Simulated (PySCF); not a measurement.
**Hf: excitation energy in ANO-RCC-VTZP**

Wanted: the excitation energy of hafnium, up a ladder of methods.

Program: PySCF 2.14.0. Level of theory: unrestricted determinants in a Gaussian basis, no spin-orbit coupling in the energies. These are calculated values, not measurements, unless marked.

## 1. Starting point

- Element: hafnium (Z = 72)
- Basis: ANO-RCC-VTZP
- Hamiltonian: the spin-free X2C one-electron Hamiltonian (Gaussian nucleus)
- State 1: Hf: [Xe] 4f14 5d3 6s1, high-spin 5F determinant (an excited configuration)
- Needed too, but not shown: Hf [Xe] 4f14 5d2 6s2 (3F)
- Methods: PW91, BP86, BLYP

The outer shells:

Hf [Xe] 4f14 5d3 6s1
```
[Xe] core
4f [↑↓][↑↓][↑↓][↑↓][↑↓][↑↓][↑↓]
5d [↑ ][↑ ][↑ ][  ][  ]
6s [↑ ]
```

One driver process ran all states and methods and kept the integrals in memory. Each run is shown as a PySCF script that sums up its settings (the driver passes frozen orbitals as a list and adds second-order terms of double hybrids); the logs are those of the runs themselves. The driver starts from symmetry-adapted Hartree-Fock orbitals, holds the occupation by maximum overlap and uses a logarithmic radial grid for functionals, so a plain start would take other cycles.

The integrals over 104 functions and the set-up took 34 s of CPU time.

## 2. Hf [Xe] 4f14 5d3 6s1

PW91:

Input file input.py:

```python
from pyscf import gto, scf, dft, mp, cc
import basis_set_exchange as bse
mol = gto.M(atom="Hf 0 0 0", charge=0, spin=4, symmetry="D2h",
            basis=gto.basis.parse(bse.get_basis("ANO-RCC-VTZP", elements=["Hf"], fmt="nwchem")),
            nucmod="G")
mf = dft.UKS(mol, xc="PW91,PW91").sfx2c1e()
mf.irrep_nelec = {'Ag': (10, 9), 'B1g': (3, 2), 'B2g': (3, 2), 'B3g': (3, 2), 'Au': (1, 1), 'B1u': (6, 6), 'B2u': (6, 6), 'B3u': (6, 6)}
mf.kernel()
```

BP86:

Changes to input.py:

```diff
@@ -5,3 +5,3 @@
             nucmod="G")
-mf = dft.UKS(mol, xc="PW91,PW91").sfx2c1e()
+mf = dft.UKS(mol, xc="B88,P86").sfx2c1e()
 mf.irrep_nelec = {'Ag': (10, 9), 'B1g': (3, 2), 'B2g': (3, 2), 'B3g': (3, 2), 'Au': (1, 1), 'B1u': (6, 6), 'B2u': (6, 6), 'B3u': (6, 6)}
```

BLYP:

Changes to input.py:

```diff
@@ -5,3 +5,3 @@
             nucmod="G")
-mf = dft.UKS(mol, xc="B88,P86").sfx2c1e()
+mf = dft.UKS(mol, xc="BLYP").sfx2c1e()
 mf.irrep_nelec = {'Ag': (10, 9), 'B1g': (3, 2), 'B2g': (3, 2), 'B3g': (3, 2), 'Au': (1, 1), 'B1u': (6, 6), 'B2u': (6, 6), 'B3u': (6, 6)}
```

What does the calculation give?

The runs gave:

| quantity | value |
| --- | --- |
| excitation energy, Hf → [Xe] 4f14 5d3 6s1 | UHF 0.922, BLYP 1.568 eV |

**Reading.** The methods span 0.646 eV, from UHF (0.922) to BLYP (1.568). No reference value is at hand in this session. All values hold for this basis alone; no basis-set limit was taken.
